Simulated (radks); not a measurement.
# The first electron to leave Sm⁹⁺

Aim: remove one electron from each of the outer sub-shells of Sm⁹⁺ ([Kr] 4d10 4f2 5s2 5p3) in turn, let the ion relax, and find the cheapest removal. The parent's configuration is the lowest that an earlier search found at this level.

The numbers are computed with radks (a radial shooting solver on a logarithmic mesh, Libxc functionals) version 1 (scalar-relativistic Kohn-Sham, PBEsol, spin-polarised, spherical densities, finite nucleus; open shells are filled with parallel spins first), except any that are marked as measured or tabulated.

5 further runs of the same task are left out: 1 that didn't finish, 4 set aside as unsound or not needed.

## 1. The system

```
element            : samarium (Z = 62)
charge             : +9
electrons          : 53
configuration      : [Kr] 4d10 4f2 5s2 5p3
nuclear rms radius : 5.0819 fm
```

The outer shells:

Sm⁹⁺
```
[Kr] core
4d [↑↓][↑↓][↑↓][↑↓][↑↓]
4f [↑ ][↑ ][  ][  ][  ][  ][  ]
5s [↑↓]
5p [↑ ][↑ ][↑ ]
```

## 2. The parent, Sm⁹⁺

From an earlier run at this level the parent has E = -10401.154798 hartree and these outer levels (eV):

| level | occupation | energy (eV) |
| --- | --- | --- |
| 4d up | 5 | -286.36 |
| 4d down | 5 | -283.49 |
| 5s up | 1 | -174.50 |
| 5s down | 1 | -169.30 |
| 4f up | 2 | -154.18 |
| 4f down | 0 | -150.86 |
| 5p up | 3 | -147.97 |
| 5p down | 0 | -142.80 |

## 3. Remove 5p: [Kr] 4d10 4f2 5s2 5p2

The run's settings:

```text
Z 62
configuration [Kr] 4d10 4f2 5s2 5p2
relativity scalar-relativistic
functional pbe_sol,pbe_sol
spin polarised
nucleus finite rms 5.0819 fm
c 137.035999084
```

## 4. Remove 4f: [Kr] 4d10 4f1 5s2 5p3

The run's settings:

```text
Z 62
configuration [Kr] 4d10 4f1 5s2 5p3
relativity scalar-relativistic
functional pbe_sol,pbe_sol
spin polarised
nucleus finite rms 5.0819 fm
c 137.035999084
```

## 5. Remove 5s: [Kr] 4d10 4f2 5s1 5p3

The run's settings:

```text
Z 62
configuration [Kr] 4d10 4f2 5s1 5p3
relativity scalar-relativistic
functional pbe_sol,pbe_sol
spin polarised
nucleus finite rms 5.0819 fm
c 137.035999084
```

## 6. Remove 4d: [Kr] 4d9 4f2 5s2 5p3

The run's settings:

```text
Z 62
configuration [Kr] 4d9 4f2 5s2 5p3
relativity scalar-relativistic
functional pbe_sol,pbe_sol
spin polarised
nucleus finite rms 5.0819 fm
c 137.035999084
```

Before running it: what results should come out? Wanted: for each run, case; final configuration; Δ-SCF; −ε of the level emptied.

The runs gave:

| case | final configuration | Δ-SCF (eV) | −ε of the level emptied (eV) |
| --- | --- | --- | --- |
| remove 5p | [Kr] 4d10 4f2 5s2 5p2 | 156.06 | 147.97 |
| remove 4f | [Kr] 4d10 4f1 5s2 5p3 | 167.86 | 154.18 |
| remove 5s | [Kr] 4d10 4f2 5s1 5p3 | 177.51 | 169.30 |
| remove 4d | [Kr] 4d9 4f2 5s2 5p3 | 297.88 | 283.49 |

The 5p electron leaves first, at 156.06 eV; the next cheapest, 4f, costs 167.86 eV. 5p is also the highest occupied level of the parent. NIST lists 158 eV (theoretical); its ground configuration differs from the one found lowest here for the parent and the ion. Open shells are spherical and high-spin; term and fine-structure splittings are not resolved. Spin-orbit splitting is averaged out at the scalar-relativistic level.
